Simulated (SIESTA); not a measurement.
# Co3Sn2 under changes of volume

One of the cells (15.338 Å³/atom); the others are scaled copies at fixed shape and fractional positions:

```
Sn Co
1.0
     4.19465    0.00000    0.00000
    -2.09732    3.63267    0.00000
     0.00000    0.00000    5.03285
Sn Co
2 3
Direct
  0.33333 0.66667 0.00000
  0.66667 0.33333 0.50000
  0.66667 0.33333 0.00000
  0.00000 0.00000 0.25364
  0.00000 0.00000 0.74636
```

The cell comes from a database or a generator and needn't be the stable form of this composition.

```yaml
Program: SIESTA 5.4.2
Functional: PBEsol
Potentials_or_basis: PseudoDojo 0.4 standard (PBEsol files)
Basis: DZP (energy shift 0.003 Ry; two zetas on semicore shells)
Grid_cutoff: 800 Ry
Energy_shift: 0.003 Ry
k_mesh: 7 × 7 × 5
Occupations: fermi-dirac, width 0.05 eV
Spin: collinear spin, ferromagnetic start
Starting_moments: "[0.0, 0.0, 2.0, 2.0, 2.0] μB"
```

```tsv
volume (Å³/atom)	energy over the lowest point (meV/atom)	pressure (GPa)	moment (μB per cell)	largest force (eV/Å)
14.712	?	?	?	?
15.025	0.00	1.0	2.40	0.014
15.338	1.47	-2.1	2.54	0.016
15.964	20.89	-7.2	2.79	0.046
16.277	37.32	-9.2	2.91	0.060
```

Task: What does the run at 14.712 Å³/atom give?

Result: Energy over the lowest point 4.80 meV/atom; pressure 4.4 GPa; moment 2.26 μB per cell; largest force 0.016 eV/Å.

Worked out: A Birch-Murnaghan fit of order 2 (a polynomial in V^(-2/3)) to the other rows has its minimum at 15.09 Å³/atom with B0 = V·E''(V) = 147 GPa at fixed shape and positions, which overstates the stiffness. It gives 4.46 meV/atom at 14.712 Å³/atom, against the run's 4.80, and -dE/dV = 4.0 GPa, against 4.4. A straight line through the other rows of the moment, of slope 0.406 μB per Å³/atom, extrapolates to 2.28 μB, against the run's 2.26.

Energies are extrapolated to zero smearing.

Caveats: short orbitals over semicore shells can move pressures by several GPa; the basis of atomic orbitals isn't converged, which shifts pressures, moduli and gaps.
